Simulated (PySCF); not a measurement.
**The bond of TeO−, level by level**

One job finds the state of TeO−, follows it along the bond with each method and fits the curves.

Computed with PySCF 2.14.0. Level: Te aug-cc-pVDZ-PP with ECP28, O aug-cc-pVDZ, scalar-relativistic core potentials.

### 1 Input

The job is set up so:

```yaml
atoms: Te, O
charge: -1
basis: Te aug-cc-pVDZ-PP with ECP28, O aug-cc-pVDZ
Hamiltonian: scalar-relativistic core potentials
basis_functions: 55
electrons_treated: 33
masses_in_u: 129.9062, 15.9949
levels: PBE0, PBE, r²SCAN, B2PLYP, B3LYP, M06-L, HF, MP2, SCS-MP2, CCSD, CCSD(T)
grid: 80 radial by 434 angular points
occupations: held fixed by the projection of orbital angular momentum
dissociation_limit: Te− + O, each in its ground configuration
starting_distance_in_angstrom: 2.020
values_of_2S_to_try: 1, 3
```

Launch:

```sh
OMP_NUM_THREADS=1 python dia.py task.json out
```

After this run come: First curve: PBE0; Other states along the same grid; PBE (GGA); r²SCAN (meta-GGA); B2PLYP (double hybrid); B3LYP; M06-L; UHF; Correlated methods on the Hartree–Fock reference.

**Question.** What will these runs give? Wanted: for each run, Re; ωe; De; μ.

As calculated:

Lowest PBE0 solution found, without spin–orbit coupling: ²Π (doublet), unpaired electrons π ↑. State 2 has its PBE0 minimum 1.58 eV higher. The other levels ran on the lowest alone.

| level | Re (Å) | ωe (cm⁻¹) | De (eV) | μ (D) |
| --- | --- | --- | --- | --- |
| UHF-CCSD | 1.937 | 655 | 3.03 | n/a |
| UHF-CCSD(T) | 1.943 | 636 | 3.25 | n/a |
| PBE | 1.955 | 634 | 4.14 | -2.95 |
| r²SCAN | 1.936 | 658 | 3.65 | -2.87 |
| M06-L | 1.945 | 638 | 3.71 | -2.76 |
| B3LYP | 1.944 | 648 | 3.52 | -3.09 |
| PBE0 | 1.924 | 677 | 3.43 | -2.97 |
| B2PLYP | 1.919 | 769 | 3.49 | -2.86 |

De is counted to Te− + O in their ground configurations. A positive dipole points from Te to O; in an ion it is taken about the centre of mass and does not tell which atom is negative. No constants: UHF (fits of two degrees disagree); UHF-MP2 (the points don't follow one smooth fit); UHF-SCS-MP2 (the points don't follow one smooth fit).

In words: The methods spread over 0.036 Å in bond length, from B2PLYP to PBE. Of the levels with a De here, UHF-CCSD gives the least (3.03 eV) and PBE the most (4.14 eV).

Correlated steps freeze 5 core orbitals. These are scalar-relativistic numbers at best; spin–orbit coupling would shift them, the dissociation energy most. B2PLYP dipoles, levels and charges come from its SCF part alone. T1 is 0.066 near the minimum (highest on the curve 0.072), which may point to more than one leading configuration. With some functionals the highest level of the anion is positive, from self-interaction error or because the anion is truly unbound there; the finite basis then holds the extra electron, and no neutral molecule was run to test the binding. With spin–orbit coupling the term label itself may not hold.
